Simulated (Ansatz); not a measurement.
# CH5ClSeSi: basis-set convergence

The task here is to estimate one member of a computed series from the others.

Computed with Ansatz 0.2.0, Gaussian basis. Level: one geometry, several basis sets.

Levels to be run: PBE0-D4/def2-SVP; ωB97M-V/def2-SVP; PBE0-D4/def2-QZVPP; ωB97M-V/def2-QZVPP; the functionals' def2-TZVPP values are taken from earlier runs.

## The geometry

All runs share one geometry, relaxed beforehand with PBE0-D4 in a triple-zeta def2 set.

SMILES `C[Se][SiH2]Cl`, 9 atoms, charge 0, spin multiplicity 1.

Atoms are counted from 1 here; the program's logs count them from 0.

Bond lengths: C1–Se2 1.958 Å, C1–H5 1.088 Å, C1–H6 1.088 Å, C1–H7 1.088 Å, Se2–Si3 2.249 Å, Si3–Cl4 2.061 Å, Si3–H8 1.480 Å, Si3–H9 1.482 Å. Angles: Se2–C1–H5 106.2°, Se2–C1–H6 110.2°, Se2–C1–H7 109.9°, H5–C1–H6 109.7°, H5–C1–H7 109.8°, H6–C1–H7 110.9°, C1–Se2–Si3 96.6°, Se2–Si3–Cl4 112.4°, Se2–Si3–H8 107.0°, Se2–Si3–H9 111.0°, Cl4–Si3–H8 108.8°, Cl4–Si3–H9 105.7°, H8–Si3–H9 112.0°.

The first run:

File in.yaml:

```yaml
crystal:
  periodic: [false, false, false]
  atoms:
    - {symbol: C, position_ang: [0.022092, 1.268733, -0.976225]}
    - {symbol: Se, position_ang: [1.457518, 0.211903, -0.164845]}
    - {symbol: Si, position_ang: [0.127025, -1.162262, 1.018370]}
    - {symbol: Cl, position_ang: [-1.058043, -2.340248, -0.187620]}
    - {symbol: H, position_ang: [0.509412, 2.017179, -1.598121]}
    - {symbol: H, position_ang: [-0.566802, 1.759376, -0.204070]}
    - {symbol: H, position_ang: [-0.604771, 0.629282, -1.593713]}
    - {symbol: H, position_ang: [1.011261, -2.037935, 1.818557]}
    - {symbol: H, position_ang: [-0.809192, -0.392430, 1.870467]}
basis:
  gaussian: {orbitals: def2-SVP}
hamiltonian: {xc: pbe0, dispersion: d4}
output: {orbitals: {seedname: orbitals}}
```

Among the steps run: PBE0-D4 in def2-SVP; ωB97M-V in def2-SVP; PBE0-D4 in def2-QZVPP; ωB97M-V in def2-QZVPP.

One of the session's tables, all rows but one given; the rest of the session is left out.

It belongs to the step «Functionals by basis». 

```
functional       basis  HOMO (eV)  LUMO (eV)
   PBE0-D4    def2-SVP          ?          ?
   PBE0-D4  def2-TZVPP      -6.94      -0.37
   PBE0-D4  def2-QZVPP      -6.96      -0.49
   ωB97M-V    def2-SVP      -8.98       1.97
   ωB97M-V  def2-TZVPP      -9.09       1.47
   ωB97M-V  def2-QZVPP      -9.11       1.19
```

Estimate the missing values for PBE0-D4, def2-SVP.

As computed: HOMO (eV): -6.86; LUMO (eV): -0.05. In the column «HOMO (eV)» it is the highest.
